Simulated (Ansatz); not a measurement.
# BrFGaH3: the cost of one run

Program: Ansatz 0.2.0. Level of theory: RKS BLYP-D4/def2-SVP. These are calculated values, not measurements.

## (1) Starting point

Bond lengths: Ga1–F2 2.128 Å, Ga1–H3 1.540 Å, Ga1–H4 1.540 Å, Ga1–Br6 2.824 Å. Angles: F2–Ga1–H3 106.5°, F2–Ga1–H4 107.5°, F2–Ga1–Br6 73.2°, H3–Ga1–H4 132.4°, H3–Ga1–Br6 110.8°, H4–Ga1–Br6 110.2°.

Structure file:

```xyz
6

Ga   -0.3955   -0.5437   -0.5338
F     0.8830    1.1550   -0.4521
H     0.4847   -1.7337   -0.9573
H    -1.7811   -0.0598   -1.0001
H     0.8274    1.1212    0.7444
Br   -0.0184    0.0610    2.1990
```

## (2) Pulling towards end A

Springs on the bonds that form and break draw the guess towards this end; the thresholds are loose.

File input.yaml:

```yaml
crystal:
  periodic: [false, false, false]
  atoms:
    - { symbol: Ga, position_ang: [-0.3955, -0.5437, -0.5338] }
    - { symbol: F, position_ang: [0.883, 1.155, -0.4521] }
    - { symbol: H, position_ang: [0.4847, -1.7337, -0.9573] }
    - { symbol: H, position_ang: [-1.7811, -0.0598, -1.0001] }
    - { symbol: H, position_ang: [0.8274, 1.1212, 0.7444] }
    - { symbol: Br, position_ang: [-0.0184, 0.061, 2.199] }
basis:
  gaussian: { orbitals: def2-SVP }
hamiltonian:
  xc: blyp
  dispersion: d4
relax:
  f_tol: 0.15
  max_steps: 25
  restrain:
    - { distance: [0, 5], at: 3.72, k: 30.0 }
    - { distance: [4, 1], at: 2.18, k: 30.0 }
    - { distance: [0, 1], at: 1.79, k: 30.0 }
    - { distance: [4, 5], at: 1.51, k: 30.0 }
```

Launch:

```
ansatz run input.yaml --threads 2 --pin off --max-ram 3072MiB --backend cpu --events-out ev --progress --plain --runs-dir out
```

What time and memory should one allow on 2 threads of Intel Xeon Platinum 8488C (Sapphire Rapids), shared host?

About 6.2 s, with a peak of 0.15 GiB.
